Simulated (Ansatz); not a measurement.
# GeH2S + NH3: a complex and its separated parts

The complex below is one end of an elementary step. How strongly is it bound against its free parts?

The runs use Ansatz 0.2.0, Gaussian basis; PBE0-D4/def2-TZVP structures, single points in def2-TZVPP, no counterpoise correction.

Levels: SPW92, PBE-D4, BLYP-D4, r2SCAN-D4, B97M-V, PBE0-D4, B3LYP-D4, r2SCAN0-D4, BHLYP-D4, CAM-B3LYP-D4, wB97X-V, wB97M-V, B2PLYP, PBE-QIDH, RPA on PBE, Hartree-Fock, MP2, CCSD, CCSD(T).

Cores are frozen in the correlated methods. Filled d shells of the heavier atoms are correlated. B3LYP uses VWN-RPA correlation. B2PLYP carries no dispersion term here.

11 further runs of the same task are left out: 11 set aside as unsound or not needed.

## Step 1: Starting geometry

The complex: 8 atoms, charge 0, spin multiplicity 1.

Atoms are counted from 1 here; the program's logs count them from 0.

Bond lengths: Ge1–N2 2.127 Å, Ge1–S3 2.064 Å, Ge1–H5 1.550 Å, Ge1–H6 1.550 Å, N2–H4 1.019 Å, N2–H7 1.015 Å, N2–H8 1.015 Å. Angles: N2–Ge1–S3 101.3°, N2–Ge1–H5 95.4°, N2–Ge1–H6 95.4°, S3–Ge1–H5 123.6°, S3–Ge1–H6 123.6°, H5–Ge1–H6 107.6°, Ge1–N2–H4 99.9°, Ge1–N2–H7 114.6°, Ge1–N2–H8 114.6°, H4–N2–H7 109.1°, H4–N2–H8 109.1°, H7–N2–H8 109.0°.

Geometry (Å):

```tsv
atom	x (Å)	y (Å)	z (Å)
Ge1	-1.03472	0.07938	0.38077
N2	0.98780	-0.07208	-0.26155
S3	-2.03274	0.07754	-1.42618
H4	0.84944	-0.09827	-1.27071
H5	-0.81987	1.35021	1.24103
H6	-0.97810	-1.14337	1.33098
H7	1.46125	-0.92081	0.03150
H8	1.56694	0.72749	-0.02564
```

Its parts: GeH2S holds atoms 1, 3, 5, 6; NH3 holds atoms 2, 4, 7, 8. Each part counts its atoms afresh in its own runs.

## Step 2: Relaxing GeH2S alone

relax-a/in.yaml

```yaml
crystal:
  periodic: [false, false, false]
  atoms:
    - {symbol: Ge, position_ang: [-1.034722, 0.079379, 0.380775]}
    - {symbol: S, position_ang: [-2.032741, 0.077543, -1.426184]}
    - {symbol: H, position_ang: [-0.819871, 1.350207, 1.241028]}
    - {symbol: H, position_ang: [-0.978103, -1.143367, 1.330975]}
basis:
  gaussian: {orbitals: def2-TZVP}
hamiltonian: {xc: pbe0, dispersion: d4}
relax: {f_tol: 0.005, max_steps: 200}
```

No record of the launch command was kept for these runs.

The runs that follow: Relaxing NH3 alone; wB97M-V/def2-TZVPP; CCSD(T)/def2-TZVPP; Vibrations of GeH2S; Vibrations of NH3.

**Question.** What will these runs give? Wanted: complex less parts, CCSD(T)/def2-TZVPP; with zero-point energy; largest T1 diagnostic.

**Answer**, as computed:

```
                              quantity         value
complex less parts, CCSD(T)/def2-TZVPP  -87.3 kJ/mol
                with zero-point energy  -73.2 kJ/mol
                 largest T1 diagnostic         0.017
```

What this shows: At CCSD(T) the complex lies 87.3 kJ/mol below its parts. B3LYP-D4 is the best functional here (+2.6 kJ/mol from CCSD(T)); SPW92 is the worst (-29.3 kJ/mol). Mean unsigned error by rung: LDA 29.3, GGA 7.0, meta-GGA 5.9, hybrid 8.9, range-separated hybrid 7.5, double hybrid 9.6 kJ/mol. PBE-D4 gives a relative energy 3.0 kJ/mol too low, inside chemical accuracy (1 kcal/mol, 4.2 kJ/mol). The complex's frequency run has imaginary modes: the structure is no minimum, so both the energy and the zero-point correction are in doubt. No counterpoise was applied, and triple zeta lacks some correlation, so the CCSD(T) reference has a basis error of its own, and close matches with it are partly luck.
